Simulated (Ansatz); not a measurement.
# ClH₈NO₂Si₃ + SiH₄O: a complex and its separated parts

Aim: how far the complex at one end of a reaction step lies below its separated, relaxed parts, level by level.

Computed with Ansatz 0.2.0, Gaussian basis. Level: PBE0-D4/def2-TZVP structures, single points in def2-TZVPP, no counterpoise correction.

Levels: SPW92, PBE-D4, BLYP-D4, r2SCAN-D4, B97M-V, PBE0-D4, B3LYP-D4, r2SCAN0-D4, BHLYP-D4, CAM-B3LYP-D4, wB97X-V, wB97M-V, B2PLYP, PBE-QIDH, RPA on PBE, Hartree-Fock, MP2, CCSD, CCSD(T).

Correlated methods freeze the cores. B3LYP uses VWN-RPA correlation. B2PLYP carries no dispersion term here.

94 further runs of the same task are left out: 94 set aside as unsound or not needed.

### Step 1. The system as given

The complex: 21 atoms, charge 0, spin multiplicity 1.

Atoms are counted from 1 here; the program's logs count them from 0.

Bond lengths: Si1–O4 1.611 Å, Si1–O6 1.603 Å, Si1–Cl8 2.047 Å, Si1–N10 1.716 Å, O2–Si3 1.640 Å, O2–H9 0.977 Å, Si3–H11 1.490 Å, Si3–H12 1.484 Å, Si3–H13 1.491 Å, O4–Si5 1.646 Å, Si5–H14 1.483 Å, Si5–H15 1.484 Å, Si5–H16 1.481 Å, O6–Si7 1.648 Å, Si7–H17 1.484 Å, Si7–H18 1.481 Å, Si7–H19 1.482 Å, N10–H20 1.011 Å and more. Angles: O4–Si1–O6 113.8°, O4–Si1–Cl8 108.4°, O4–Si1–N10 105.8°, O6–Si1–Cl8 107.0°, O6–Si1–N10 108.7°, Cl8–Si1–N10 113.4°, Si3–O2–H9 117.8°, O2–Si3–H11 111.5°, O2–Si3–H12 107.8°, O2–Si3–H13 112.0°, H11–Si3–H12 109.6°, H11–Si3–H13 107.8°, H12–Si3–H13 108.2°, Si1–O4–Si5 146.8°, O4–Si5–H14 109.7°, O4–Si5–H15 109.4°, O4–Si5–H16 107.6°, H14–Si5–H15 109.7° and more.

Coordinates:

```xyz
21

Si    0.9055    0.3645    1.3419
O     0.6357    0.2770   -2.0101
Si   -0.9428    0.5667   -2.3458
O    -0.6537    0.7014    1.1193
Si   -2.2071    0.3961    1.5698
O     1.3076   -1.1337    0.9372
Si    1.2124   -2.3830   -0.1341
Cl    1.3365    0.5821    3.3309
H     1.0541    0.8006   -1.2993
N     1.7668    1.4563    0.3356
H    -1.3071    1.9854   -2.0710
H    -1.1643    0.2648   -3.7819
H    -1.8521   -0.3002   -1.5433
H    -2.5276   -1.0317    1.3269
H    -2.3725    0.7079    3.0113
H    -3.0872    1.2670    0.7579
H     1.4676   -3.6238    0.6390
H     2.2506   -2.2269   -1.1781
H    -0.1415   -2.4434   -0.7334
H     2.7690    1.3348    0.2875
H     1.5500    2.4380    0.4396
```

Its parts: ClH₈NO₂Si₃ holds atoms 1, 4, 5, 6, 7, 8, 10, 14, 15, 16, 17, 18, 19, 20, 21; SiH₄O holds atoms 2, 3, 9, 11, 12, 13. Each part counts its atoms afresh in its own runs.

### Step 2. Relaxing ClH₈NO₂Si₃ alone

relax-a/in.yaml

```yaml
crystal:
  periodic: [false, false, false]
  atoms:
    - {symbol: Si, position_ang: [0.905516, 0.364528, 1.341903]}
    - {symbol: O, position_ang: [-0.653718, 0.701408, 1.119303]}
    - {symbol: Si, position_ang: [-2.207064, 0.396080, 1.569836]}
    - {symbol: O, position_ang: [1.307644, -1.133723, 0.937243]}
    - {symbol: Si, position_ang: [1.212434, -2.383006, -0.134068]}
    - {symbol: Cl, position_ang: [1.336508, 0.582081, 3.330927]}
    - {symbol: N, position_ang: [1.766759, 1.456278, 0.335629]}
    - {symbol: H, position_ang: [-2.527573, -1.031676, 1.326890]}
    - {symbol: H, position_ang: [-2.372455, 0.707854, 3.011291]}
    - {symbol: H, position_ang: [-3.087245, 1.267044, 0.757941]}
    - {symbol: H, position_ang: [1.467629, -3.623775, 0.638978]}
    - {symbol: H, position_ang: [2.250561, -2.226857, -1.178050]}
    - {symbol: H, position_ang: [-0.141459, -2.443398, -0.733430]}
    - {symbol: H, position_ang: [2.769020, 1.334752, 0.287513]}
    - {symbol: H, position_ang: [1.549988, 2.437990, 0.439625]}
basis:
  gaussian: {orbitals: def2-TZVP}
hamiltonian: {xc: pbe0, dispersion: d4}
relax: {f_tol: 0.005, max_steps: 200}
```

Run with:

```sh
ansatz run in.yaml --threads 4 --pin off --events-out ev --progress --plain --max-ram 46080MiB --backend cuda --devices 0, --max-vram 37GiB
```

Further steps of the session: Relaxing SiH₄O alone; SPW92/def2-TZVPP; PBE-D4/def2-TZVPP; BLYP-D4/def2-TZVPP; r2SCAN-D4/def2-TZVPP; B97M-V/def2-TZVPP; PBE0-D4/def2-TZVPP; B3LYP-D4/def2-TZVPP; r2SCAN0-D4/def2-TZVPP; BHLYP-D4/def2-TZVPP; CAM-B3LYP-D4/def2-TZVPP; wB97X-V/def2-TZVPP; wB97M-V/def2-TZVPP; B2PLYP/def2-TZVPP; PBE-QIDH/def2-TZVPP; RPA on PBE/def2-TZVPP; CCSD(T)/def2-TZVPP; Vibrations of ClH₈NO₂Si₃; Vibrations of SiH₄O.

Before running it: what results should come out? Wanted: complex less parts, CCSD(T)/def2-TZVPP; largest T1 diagnostic.

The runs gave:

| quantity | value |
| --- | --- |
| complex less parts, CCSD(T)/def2-TZVPP | -0.378 eV |
| largest T1 diagnostic | 0.011 |

**Reading.** At CCSD(T) the complex lies 0.378 eV below its parts. The functionals run from B97M-V, off by -0.025 eV, to SPW92, off by -0.245 eV, against CCSD(T). By rung, the mean size of the error is: LDA 0.245, GGA 0.114, meta-GGA 0.036, hybrid 0.077, range-separated hybrid 0.049, double hybrid 0.087 eV. PBE-D4 gives a relative energy 0.104 eV too low, outside chemical accuracy (1 kcal/mol, 0.043 eV). No counterpoise was applied, and triple zeta lacks some correlation, so the CCSD(T) reference has a basis error of its own, and close matches with it are partly luck.
